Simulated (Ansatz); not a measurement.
# BCl3FH4N: search for a transition state

Wanted: the transition state of a ligand exchange through a proton shuttle (form B1–N6, H5–F8, Cl2–H7 and break B1–Cl2, H5–N6, H7–F8). The guess is relaxed with those distances held, a saddle search follows, and vibrations and two downhill relaxations check it.

The runs use Ansatz 0.2.0, Gaussian basis; PBE0-D4, def2-SVP first, then def2-TZVP.

191 further runs of the same task are left out: 1 that didn't finish, 190 set aside as unsound or not needed.

**1. Where the work starts**

The guess: 10 atoms, charge 0, spin multiplicity 1.

Atoms are counted from 1 here; the program's logs count them from 0.

Bond lengths: B1–Cl3 1.768 Å, B1–Cl4 1.768 Å, B1–N6 1.510 Å, Cl2–H7 1.345 Å, H5–N6 1.253 Å, H5–F8 1.176 Å, N6–H9 1.017 Å, N6–H10 1.017 Å. Angles: Cl3–B1–Cl4 118.7°, Cl3–B1–N6 114.5°, Cl4–B1–N6 114.6°, N6–H5–F8 170.0°, B1–N6–H5 113.4°, B1–N6–H9 113.1°, B1–N6–H10 113.2°, H5–N6–H9 103.0°, H5–N6–H10 103.3°, H9–N6–H10 109.9°.

As a file:

```xyz
10
BCl3FH4N
B    -0.7092   -0.2509   -0.7466
Cl    0.8588    1.2525   -1.3998
Cl   -0.3976   -1.5923   -1.8557
Cl   -2.1974    0.6841   -0.9402
H     0.6999    0.1142    1.0520
N    -0.3173   -0.5192    0.6871
H     1.4911    1.2456   -0.2130
F     1.6544    0.7846    1.2037
H    -0.0566   -1.4880    0.8554
H    -1.0261   -0.2306    1.3572
```

Distances that are to change: B1–N6 1.51 Å, H5–F8 1.18 Å, Cl2–H7 1.34 Å, B1–Cl2 2.27 Å, H5–N6 1.25 Å, H7–F8 1.50 Å.

**2. Relaxing the guess with the reacting distances held**

File hold/in.yaml:

```yaml
crystal:
  periodic: [false, false, false]
  atoms:
    - {symbol: B, position_ang: [-0.709200, -0.250900, -0.746600]}
    - {symbol: Cl, position_ang: [0.858800, 1.252500, -1.399800]}
    - {symbol: Cl, position_ang: [-0.397600, -1.592300, -1.855700]}
    - {symbol: Cl, position_ang: [-2.197400, 0.684100, -0.940200]}
    - {symbol: H, position_ang: [0.699900, 0.114200, 1.052000]}
    - {symbol: N, position_ang: [-0.317300, -0.519200, 0.687100]}
    - {symbol: H, position_ang: [1.491100, 1.245600, -0.213000]}
    - {symbol: F, position_ang: [1.654400, 0.784600, 1.203700]}
    - {symbol: H, position_ang: [-0.056600, -1.488000, 0.855400]}
    - {symbol: H, position_ang: [-1.026100, -0.230600, 1.357200]}
basis:
  gaussian: {orbitals: def2-SVP}
hamiltonian: {xc: pbe0, dispersion: d4}
relax: {f_tol: 0.04, max_steps: 150, escape_saddle: false, constraints: [{distance: [0, 5]}, {distance: [4, 7]}, {distance: [1, 6]}, {distance: [0, 1]}, {distance: [4, 5]}, {distance: [6, 7]}]}
```

Command:

```bash
ansatz run in.yaml --threads 8 --pin off --events-out ev --progress --plain --max-ram 19148MiB
```

Further steps of the session: A starting Hessian; Saddle search in the small basis; Saddle search in triple zeta; Vibrations at the point found; Relaxing after a step of 0.30 Å one way along the mode; Relaxing after a step of 0.30 Å the other way along the mode.

Before running it: what results should come out? Wanted: imaginary mode; barrier from the start side; barrier from the end side; energy of the step; pairs that change; zero-point energy at the saddle.

**Answer**, as computed:

```
                       quantity                                                                   value
                 imaginary mode                                                               661i cm⁻¹
    barrier from the start side                                                                1.150 eV
      barrier from the end side                                                                0.405 eV
             energy of the step                                                               +0.745 eV
              pairs that change  Cl2–H7 formed, H5–F8 formed, B1–Cl2 broken, H5–N6 broken, H7–F8 broken
zero-point energy at the saddle                                                                1.451 eV
```

What this shows: The point has a single imaginary mode (661i cm⁻¹), as a transition state must. It joins the planned start and end. At PBE0-D4/def2-TZVP the electronic barrier is 1.150 eV, about 45 kT at 298 K, and the step runs 0.745 eV uphill. A step off the saddle overshot and began above it in energy, so the link to its end is likely but not proven. Lower complexes than these ends may exist.
